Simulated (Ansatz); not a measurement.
# Zn (Zinc): the cost of one run

Program: the Python package of Ansatz 0.2.0. Level of theory: DFT PBEsol, plane waves, PAW. These are calculated values, not measurements.

The COD entry's cell or inner coordinates are ideal or old and differ from later refinements, so a difference from it is no clean test against experiment.

## 1. The system

Symmetry: P6_3/mmc, No. 194, hexagonal system. The conventional cell has a = 2.670 Å, b = 2.670 Å, c = 4.966 Å, α = 90.00°, β = 90.00°, γ = 120.00°. Around Zn (site symmetry -6m2) lie 12 Zn at 2.67 to 2.92 Å.

No structure file is read: the coordinates are typed or built in the script.

## 2. Script

File run_gruneisen.py:

```python
"""Mode Grueneisen parameters of Zn at the zone centre."""

import logging
import sys
import warnings

import ansatz as az
import numpy as np

logging.basicConfig(stream=sys.stdout, format="%(levelname)s:%(name)s:%(message)s")
logger = logging.getLogger("calc")
logger.setLevel(logging.INFO)

VECTORS = np.array([
    [2.67, 0.0, 0.0],
    [-1.335, 2.312288, 0.0],
    [0.0, 0.0, 4.966],
])
SITES = [
    ("Zn", (1 / 3, 2 / 3, 0.25)),
    ("Zn", (2 / 3, 1 / 3, 0.75)),
]


def build(cell):
    crystal = az.Crystal(lattice=az.Lattice.of(cell))
    for symbol, position in SITES:
        crystal = crystal.atom(symbol, position)
    return crystal


def main() -> None:
    warnings.simplefilter("ignore", az.DeckWarning)

    modes = {}
    for scale in (1 - 0.03, 1.0, 1 + 0.03):
        model = build(VECTORS * scale ** (1 / 3)).calculation()
        model = model.basis(470)
        model = model.occupations("gaussian", width=0.1).functional("pbesol")
        model = model.pseudopotentials("paw")
        model = model.kpoints(14, 14, 7)
        model = model.phonons("dfpt")
        modes[scale] = np.sort(model.run(threads=1, pin="off").phonons.gamma_omega_inv_cm)
        print(f"V/V0 = {scale:.2f}:", np.round(modes[scale], 1) + 0.0)

    # gamma = -d ln(omega) / d ln(V); ions stay at the typed fractions and modes pair by order
    low, middle, high = modes.values()
    for w0, w1, w2 in zip(low, middle, high):
        if min(w0, w1, w2) > 5:
            logger.info(f"{w1:8.1f} 1/cm   gamma = {-np.log(w2 / w0) / np.log((1 + 0.03) / (1 - 0.03)):6.2f}")


if __name__ == "__main__":
    main()
```

## 3. The calls as engine input

The package turns the script's settings into the engine's input (first run):

```yaml
crystal:
  lattice:
    - [2.6430284589951754, 0.0, 0.0]
    - [-1.3215142294975877, 2.2889299585741707, 0.0]
    - [0.0, 0.0, 4.915834954071176]
  atoms:
    - { symbol: Zn, position: [0.3333333333333333, 0.6666666666666666, 0.25] }
    - { symbol: Zn, position: [0.6666666666666666, 0.3333333333333333, 0.75] }
basis:
  ecutwfc: 470.0
kpoints:
  mp_grid:
    grid: [14, 14, 7]
hamiltonian:
  xc: pbesol
  pseudopotentials:
    kind: paw
scf:
  occupations:
    method: gaussian
    width: 0.1
phonons:
  method: dfpt
```

## 4. Running it

Launch:

```bash
python run_gruneisen.py
```

Q: Estimate wall time and peak memory on 1 thread of Arm Neoverse V2, shared host.

About 97 s, with a peak of 0.8 GiB.
